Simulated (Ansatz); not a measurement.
# C2H5NSi: up Jacob's ladder to CCSD(T)

One table from this session's results is given with a row withheld; the runs are named, their logs left out.

The runs use Ansatz 0.2.0, Gaussian basis; functionals in def2-TZVPP, the program's frozen cores in correlated methods.

The runs, in order: LDA (SPW92), PBE-D4, revPBE-D4, BLYP-D4, r2SCAN-D4, B97M-V, PBE0-D4, B3LYP-D4, r2SCANh-D4, r2SCAN0-D4, HSE06-D4, BHLYP-D4, CAM-B3LYP-D4, LC-ωPBE, ωB97X-V, ωB97M-V, B2PLYP, PBE-QIDH; CCSD(T)/def2-SVP; CCSD(T)/def2-TZVPP; MP2/def2-QZVPP; extrapolation to the limit; RPA on PBE.

### Structure used throughout

All runs share one geometry, relaxed beforehand with PBE0-D4 in a triple-zeta def2 set.

SMILES `N=C1C[SiH2]1`, 9 atoms, charge 0, spin multiplicity 1.

Atoms are counted from 1 here; the program's logs count them from 0.

Bond lengths: N1–C2 1.256 Å, N1–H5 1.026 Å, C2–C3 1.510 Å, C2–Si4 1.837 Å, C3–Si4 1.883 Å, C3–H6 1.090 Å, C3–H7 1.089 Å, Si4–H8 1.479 Å, Si4–H9 1.479 Å. Angles: C2–N1–H5 110.6°, N1–C2–C3 139.8°, N1–C2–Si4 152.5°, C3–C2–Si4 67.7°, C2–C3–Si4 64.5°, C2–C3–H6 116.2°, C2–C3–H7 116.2°, Si4–C3–H6 119.5°, Si4–C3–H7 119.6°, H6–C3–H7 112.7°, C2–Si4–C3 47.9°, C2–Si4–H8 120.6°, C2–Si4–H9 120.6°, C3–Si4–H8 118.6°, C3–Si4–H9 118.6°, H8–Si4–H9 114.4°.

The first run:

Contents of in.yaml:

```yaml
crystal:
  periodic: [false, false, false]
  atoms:
    - {symbol: N, position_ang: [-1.184780, 0.954146, -1.318477]}
    - {symbol: C, position_ang: [-0.516842, 0.311277, -0.470553]}
    - {symbol: C, position_ang: [0.903377, 0.191636, 0.028944]}
    - {symbol: Si, position_ang: [-0.350887, -0.932973, 0.870636]}
    - {symbol: H, position_ang: [-0.582148, 1.603260, -1.837111]}
    - {symbol: H, position_ang: [1.297740, 1.052418, 0.567968]}
    - {symbol: H, position_ang: [1.624770, -0.234175, -0.667627]}
    - {symbol: H, position_ang: [-0.328560, -2.378695, 0.557437]}
    - {symbol: H, position_ang: [-0.774168, -0.613194, 2.251684]}
basis:
  gaussian: {orbitals: def2-TZVPP}
hamiltonian: {xc: lda}
output: {orbitals: {seedname: orbitals}}
```

Started as:

```bash
$ ansatz run in.yaml --threads 2 --pin off --events-out ev --progress --plain --max-ram 4352MiB
```

Steps of the session up to this table: LDA; PBE-D4 (GGA); revPBE-D4 (GGA); BLYP-D4 (GGA); r2SCAN-D4 (meta-GGA); B97M-V (meta-GGA); B3LYP-D4 (hybrid); r2SCANh-D4 (hybrid); r2SCAN0-D4 (hybrid); HSE06-D4 (hybrid); BHLYP-D4 (hybrid); CAM-B3LYP-D4 (range-separated); LC-ωPBE (range-separated); ωB97X-V (range-separated); ωB97M-V (range-separated); B2PLYP (double hybrid); PBE-QIDH (double hybrid).

One table of the session follows, with a row left open; its other results are not shown here.

It belongs to the step «Frontier levels by functional». 

```
  functional  HOMO (eV)  gap (eV)
 LDA (SPW92)      -5.55      3.23
      PBE-D4      -5.46      3.34
   revPBE-D4      -5.42      3.38
     BLYP-D4      -5.35      3.40
   r2SCAN-D4      -5.69      3.76
      B97M-V          ?         ?
     PBE0-D4      -6.74      5.67
    B3LYP-D4      -6.52      5.26
  r2SCANh-D4      -6.16      4.63
  r2SCAN0-D4      -6.88      5.92
    HSE06-D4      -6.34      4.89
    BHLYP-D4      -7.92      8.08
CAM-B3LYP-D4      -8.06      8.25
     LC-ωPBE      -9.36     10.69
     ωB97X-V      -9.04     10.30
     ωB97M-V      -8.94     10.08
```

Estimate the missing values for B97M-V.

The run gave: HOMO (eV): -5.86; gap (eV): 3.98. In the column «HOMO (eV)» it lies between r2SCANh-D4 (-6.16) and r2SCAN-D4 (-5.69).
